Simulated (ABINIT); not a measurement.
# B (Cmcm) in ABINIT: a series of runs, part 2 of 2

ABINIT 10.8.3 (patched build).

**3. Single point, LDA (cell relaxed)**

The input, run.abi:

```
# Pseudopotentials
pp_dirpath "./"
pseudos "B.upf"

# Structure
acell 5.8489665804 5.8489665804 5.5695587211
rprim
     0.8476800698    -0.5305077750     0.0000000000
     0.8476800698     0.5305077750     0.0000000000
     0.0000000000     0.0000000000     1.0000000000
ntypat 1
znucl 5
natom 4
typat 1 1 1 1
xred
     0.8155995300     0.5123133700     0.7500000000
     0.1844004700     0.4876866300     0.2500000000
     0.5123133700     0.8155995300     0.2500000000
     0.4876866300     0.1844004700     0.7500000000
chkprim 0
chksymtnons 0
tolsym 1.0e-6

# Plane-wave basis
ecut 1034.032677 eV

# k points
kptopt 1
ngkpt 7 7 7
nshiftk 1
shiftk 0.0 0.0 0.0

# Exchange and correlation
ixc 7

# Bands and occupations
nband 10
occopt 3
tsmear 0.05 eV

# SCF cycle
nstep 100
tolvrs 1.0e-10

# Output
iomode 3
prtwf 0
prteig 0
prtebands 0
prtden 1
prtvha 1
prtvclmb 1
prtpot 1
prtelf 1
```

Potentials or basis: PseudoDojo NC SR LDA v0.4.1 standard.

Started as:

```bash
$ abinit run.abi > log 2>&1
```

run.abo:

```text
.Version 10.8.3 of ABINIT
 Symmetries : space group Cm c m (# 63); Bravais oC (1-face-center ortho.)
================================================================================
 Values of the parameters that define the memory need of the present run
     intxc =       0    ionmov =       0      iscf =       7    lmnmax =       4
     lnmax =       4     mgfft =      36  mpssoang =       2    mqgrid =    3001
     natom =       4  nloc_mem =       1    nspden =       1   nspinor =       1
    nsppol =       1      nsym =       8    n1xccc =    2501    ntypat =       1
    occopt =       3   xclevel =       1
       mpw =        1936          nfft =       41472          nkpt =          64
================================================================================
================================================================================

--------------------------------------------------------------------------------
------------- Echo of variables that govern the present computation ------------
--------------------------------------------------------------------------------
 -outvars: echo values of preprocessed input variables --------
            acell      5.8489665804E+00  5.8489665804E+00  5.5695587211E+00 Bohr
              amu      1.08110000E+01
          chkprim           0
      chksymtnons           0
             ecut      3.80000000E+01 Hartree
                       outvar_i_n : Printing only first  50 k-points.
              ixc           7
                       outvar_i_n : Printing only first  50 k-points.
         kptrlatt        7    0    0      0    7    0      0    0    7
          kptrlen      3.89869110E+01
            natom           4
            nband          10
            ngfft          36      36      32
             nkpt          64
            nstep         100
             nsym           8
           ntypat           1
                       prtocc : prtvol=0, do not print more k-points.
           occopt           3
        prtebands           0
           prteig           0
           prtelf           1
           prtpot           1
         prtvclmb           1
           prtvha           1
            prtwf           0
            rprim      8.4768006980E-01 -5.3050777500E-01  0.0000000000E+00
                       8.4768006980E-01  5.3050777500E-01  0.0000000000E+00
                       0.0000000000E+00  0.0000000000E+00  1.0000000000E+00
          spgroup          63
           tolsym      1.00000000E-06
           tolvrs      1.00000000E-10
           tsmear      1.83746611E-03 Hartree
            typat      1  1  1  1
                       outvars : Printing only first  50 k-points.
           xangst      3.4840295900E+00 -4.9799458242E-01  2.2104626610E+00
                       1.7633470866E+00  4.9799458242E-01  7.3682088700E-01
                       3.4840295900E+00  4.9799458242E-01  7.3682088700E-01
                       1.7633470866E+00 -4.9799458242E-01  2.2104626610E+00
            xcart      6.5838617397E+00 -9.4107337296E-01  4.1771690408E+00
                       3.3322430586E+00  9.4107337296E-01  1.3923896803E+00
                       6.5838617397E+00  9.4107337296E-01  1.3923896803E+00
                       3.3322430586E+00 -9.4107337296E-01  4.1771690408E+00
             xred      8.1559953000E-01  5.1231337000E-01  7.5000000000E-01
                       1.8440047000E-01  4.8768663000E-01  2.5000000000E-01
                       5.1231337000E-01  8.1559953000E-01  2.5000000000E-01
                       4.8768663000E-01  1.8440047000E-01  7.5000000000E-01
            znucl        5.00000

================================================================================

 chkinp: Checking input parameters for consistency.

================================================================================
== DATASET  1 ==================================================================

--- !DatasetInfo
[... 97 lines left out ...]
...

 Integrated electronic density in atomic spheres:
 ------------------------------------------------
 Atom  Sphere_radius  Integrated_density
    1        2.00000          2.92606887
    2        2.00000          2.92606887
    3        2.00000          2.92606887
    4        2.00000          2.92606887
================================================================================

 ----iterations are completed or convergence reached----

 Mean square residual over all n,k,spin=   20.691E-07; max=  20.550E-05
 reduced coordinates (array xred) for    4 atoms
       0.815599530000      0.512313370000      0.750000000000
       0.184400470000      0.487686630000      0.250000000000
       0.512313370000      0.815599530000      0.250000000000
       0.487686630000      0.184400470000      0.750000000000
 rms dE/dt=  1.6487E-05; max dE/dt=  2.7310E-05; dE/dt below (all hartree)
    1      -0.000027310084     -0.000008346066      0.000000000000
    2       0.000027310084      0.000008346066      0.000000000000
    3      -0.000008346066     -0.000027310084      0.000000000000
    4       0.000008346066      0.000027310084      0.000000000000

 cartesian coordinates (angstrom) at end:
    1      3.48402959001253    -0.49799458241764     2.21046266099453
    2      1.76334708659409     0.49799458241764     0.73682088699818
    3      3.48402959001253     0.49799458241764     0.73682088699818
    4      1.76334708659409    -0.49799458241764     2.21046266099453

 cartesian forces (hartree/bohr) at end:
    1      0.00000359578194    -0.00000305583196    -0.00000000000000
    2     -0.00000359578194     0.00000305583196    -0.00000000000000
    3      0.00000359578194     0.00000305583196    -0.00000000000000
    4     -0.00000359578194    -0.00000305583196    -0.00000000000000
 frms,max,avg= 2.7244422E-06 3.5957819E-06   0.000E+00  0.000E+00  0.000E+00 h/b

 cartesian forces (eV/Angstrom) at end:
    1      0.00018490254180    -0.00015713719713    -0.00000000000000
    2     -0.00018490254180     0.00015713719713    -0.00000000000000
    3      0.00018490254180     0.00015713719713    -0.00000000000000
    4     -0.00018490254180    -0.00015713719713    -0.00000000000000
 frms,max,avg= 1.4009645E-04 1.8490254E-04   0.000E+00  0.000E+00  0.000E+00 e/A
 length scales=  5.848966580400  5.848966580400  5.569558721100 bohr
              =  3.095139819581  3.095139819581  2.947283547993 angstroms
 Fermi (or HOMO) energy (hartree) =   0.37514   Average Vxc (hartree)=  -0.45899
 Eigenvalues (hartree) for nkpt=  64  k points:
 kpt#   1, nband= 10, wtk=  0.00292, kpt=  0.0000  0.0000  0.0000 (reduced coord)
  -0.28245    0.09429    0.17030    0.20137    0.23040    0.31937    0.39180    0.46681
   0.47590    0.57851
      occupation numbers for kpt#   1
   2.00000    2.00000    2.00000    2.00000    2.00000    2.00000    0.00023    0.00000
   0.00000    0.00000
 prteigrs : prtvol=0 or 1, do not print more k-points.

--- !EnergyTerms
iteration_state     : {dtset: 1, }
comment             : Components of total free energy in Hartree
kinetic             :  8.52698588285435E+00
hartree             :  5.52661822611522E-01
xc                  : -5.00671490260757E+00
Ewald energy        : -1.39934969787947E+01
psp_core            :  8.94543407772174E-01
local_psp           : -2.81155447340652E+00
non_local_psp       :  4.44869562027999E-02
internal            : -1.17930882853680E+01
'-kT*entropy'       : -1.25644825104304E-04
total_energy        : -1.17932139301931E+01
total_energy_eV     : -3.20909699335968E+02
band_energy         :  9.34291485388277E-01
...

 Cartesian components of stress tensor (hartree/bohr^3)
  sigma(1 1)=  7.40805206E-06  sigma(3 2)=  0.00000000E+00
  sigma(2 2)=  6.87659778E-06  sigma(3 1)=  0.00000000E+00
  sigma(3 3)=  7.43310388E-06  sigma(2 1)=  0.00000000E+00

-Cartesian components of stress tensor (GPa)         [Pressure= -2.1299E-01 GPa]
- sigma(1 1)=  2.17952416E-01  sigma(3 2)=  0.00000000E+00
- sigma(2 2)=  2.02316492E-01  sigma(3 1)=  0.00000000E+00
- sigma(3 3)=  2.18689466E-01  sigma(2 1)=  0.00000000E+00

== END DATASET(S) ==============================================================
================================================================================

 -outvars: echo values of variables after computation  --------
            acell      5.8489665804E+00  5.8489665804E+00  5.5695587211E+00 Bohr
           etotal     -1.1793213930E+01
            fcart      3.5957819424E-06 -3.0558319557E-06 -0.0000000000E+00
                      -3.5957819424E-06  3.0558319557E-06 -0.0000000000E+00
                       3.5957819424E-06  3.0558319557E-06 -0.0000000000E+00
                      -3.5957819424E-06 -3.0558319557E-06 -0.0000000000E+00
            rprim      8.4768006980E-01 -5.3050777500E-01  0.0000000000E+00
                       8.4768006980E-01  5.3050777500E-01  0.0000000000E+00
                       0.0000000000E+00  0.0000000000E+00  1.0000000000E+00
           strten      7.4080520589E-06  6.8765977848E-06  7.4331038766E-06
                       0.0000000000E+00  0.0000000000E+00  0.0000000000E+00
           xangst      3.4840295900E+00 -4.9799458242E-01  2.2104626610E+00
                       1.7633470866E+00  4.9799458242E-01  7.3682088700E-01
                       3.4840295900E+00  4.9799458242E-01  7.3682088700E-01
                       1.7633470866E+00 -4.9799458242E-01  2.2104626610E+00
             xred      8.1559953000E-01  5.1231337000E-01  7.5000000000E-01
                       1.8440047000E-01  4.8768663000E-01  2.5000000000E-01
                       5.1231337000E-01  8.1559953000E-01  2.5000000000E-01
                       4.8768663000E-01  1.8440047000E-01  7.5000000000E-01
 Calculation completed.
```

Wall time 25 s (1 thread of Arm Neoverse V1, shared host); peak memory 0.07 GiB.

What came out:

```yaml
Free_energy: -320.9097 eV
Pressure: -0.2 GPa
Band_gap_on_the_k_mesh: none (metal or under the smearing width)
Valence_electrons_inside_the_program's_atomic_spheres: B 2.93 (radii [1.0584] Å)
```

**4. Single point, LDA-PZ**

The input, run.abi:

```
# Pseudopotentials
pp_dirpath "./"
pseudos "B.upf"

# Structure
acell 5.9173816061 5.9173816061 5.6376010503
rprim
     0.8471763015    -0.5313118804     0.0000000000
     0.8471763015     0.5313118804     0.0000000000
     0.0000000000     0.0000000000     1.0000000000
ntypat 1
znucl 5
natom 4
typat 1 1 1 1
xred
     0.8147900000     0.5118700000     0.7500000000
     0.1852100000     0.4881300000     0.2500000000
     0.5118700000     0.8147900000     0.2500000000
     0.4881300000     0.1852100000     0.7500000000
chkprim 0
chksymtnons 0
tolsym 1.0e-6

# Plane-wave basis
ecut 30.6

# k points
kptopt 1
ngkpt 7 7 7
nshiftk 1
shiftk 0.0 0.0 0.0

# Exchange and correlation
ixc 2

# Bands and occupations
nband 10
occopt 3
tsmear 0.00183747

# SCF cycle
nstep 100
tolvrs 1.0e-10

# Output
iomode 3
prtwf 0
prteig 0
prtebands 0
enunit 2
prtden 1
prtvha 1
prtvclmb 1
prtpot 1
prtelf 1
```

Potentials or basis: PseudoDojo NC SR LDA v0.4 stringent.

Started as:

```bash
$ abinit run.abi > log 2>&1
```

Wall time 13 s (1 thread of Arm Neoverse V2, shared host); peak memory 0.07 GiB.

It converged, with:

| Item | Value |
| --- | --- |
| Free energy | -320.9161 eV |
| Pressure | -9.8 GPa |
| Largest force | 0.063 eV/Å |
| Band gap on the k mesh | none (metal or under the smearing width) |
| Valence electrons inside the program's atomic spheres | B 2.86 (radii [1.0584] Å) |

Forces on the atoms (eV/Å):
```
B    0.055  0.030  0.000
B   -0.055 -0.030  0.000
B    0.055 -0.030  0.000
B   -0.055  0.030  0.000
```

Stress tensor (GPa, compression positive):
```
-9.66  0.00  0.00
 0.00 -9.95  0.00
 0.00  0.00 -9.80
```

Levels at points of the mesh, in eV from the Fermi level:
```csv
k point,band 4,band 5,band 6,band 7,band 8,band 9
"(0.00, 0.00, 0.00)",-4.59,-3.83,-1.59,0.46,2.58,2.71
```

Caveat: the cutoff is short for stress, so the pressure is rough.

**5. The runs side by side**

| task | level | potentials or basis | cell | cutoff (eV) | cell freedom (optcell) | optimiser (ionmov) | cutoff smearing ecutsm (Ha) | force stop (Ha/bohr) | gap on the mesh (eV) | pressure (GPa) |
| --- | --- | --- | --- | --- | --- | --- | --- | --- | --- | --- |
| relaxation of cell and atoms | LDA | PseudoDojo NC SR LDA v0.4.1 standard | relaxed | 1034 | 2 | 2 | 0.5 | 2e-05 | none | 0.0 |
| single point | LDA | PseudoDojo NC SR LDA v0.4.1 standard | cell relaxed | 1034 | - | - | - | - | none | -0.2 |
| single point | LDA-PZ | PseudoDojo NC SR LDA v0.4 stringent | as given | 833 | - | - | - | - | none | -9.8 |

Alike in all rows: no spin polarisation; k mesh 7 × 7 × 7; smearing fermi-dirac 0.05 eV.

Caveats: the cutoff is short for stress, so the pressure is rough (some runs).

Absolute energies hang on the potentials; compare differences alone.
